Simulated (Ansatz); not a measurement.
# B2GeH: the cost of one run

Method: cc-pVTZ, core rule «outside noble gas», up to 16 orbitals frozen; program: Ansatz 0.2.0, Gaussian basis.

The runs, in order: UHF; CCSD(T) on ROHF; CCSD(T) on UHF; BCCD(T) on ROHF; CCSDT(Q) on ROHF; CCSDT(Q) on UHF.

5 further runs of the same task are left out: 5 set aside as unsound or not needed.

### 1 What is computed

The geometry is a PBE0/def2-TZVP stationary point (not a proven minimum) of the parent state, kept for this charge and spin. No spin-orbit coupling is included. The filled d shell of Ge may be among the frozen orbitals whatever the setting's name suggests; the logs give the count.

4 atoms, charge 0, spin multiplicity 4.

Atoms are counted from 1 here; the program's logs count them from 0.

Bond lengths: B1–B2 1.556 Å, B1–Ge3 1.872 Å, B2–Ge3 2.134 Å, B2–H4 1.183 Å. Angles: B2–B1–Ge3 76.4°, B1–B2–Ge3 58.5°, B1–B2–H4 161.7°, Ge3–B2–H4 139.8°, B1–Ge3–B2 45.1°.

### 2 UHF

The input, in.yaml:

```yaml
crystal:
  periodic: [false, false, false]
  atoms:
    - {symbol: B, position_ang: [0.000000, -1.029260, 1.071367]}
    - {symbol: B, position_ang: [0.000000, 0.408908, 1.666092]}
    - {symbol: Ge, position_ang: [0.000000, 0.074225, -0.441263]}
    - {symbol: H, position_ang: [0.000000, 1.304568, 2.439302]}
basis:
  gaussian: {orbitals: cc-pVTZ}
magnetization: {spin_polarized: true, initial_magnetization: 3}
hamiltonian: {xc: hf}
output: {orbitals: {seedname: orbitals}}
```

Launch:

```bash
$ ansatz run in.yaml --threads 1 --pin off --events-out ev --progress --plain --max-ram 4096MiB --backend cpu
```

**Question.** How long does this run take on 1 thread of AMD EPYC 7R13, shared host, and how much memory does it need?

About 22 s, with a peak of 0.38 GiB.
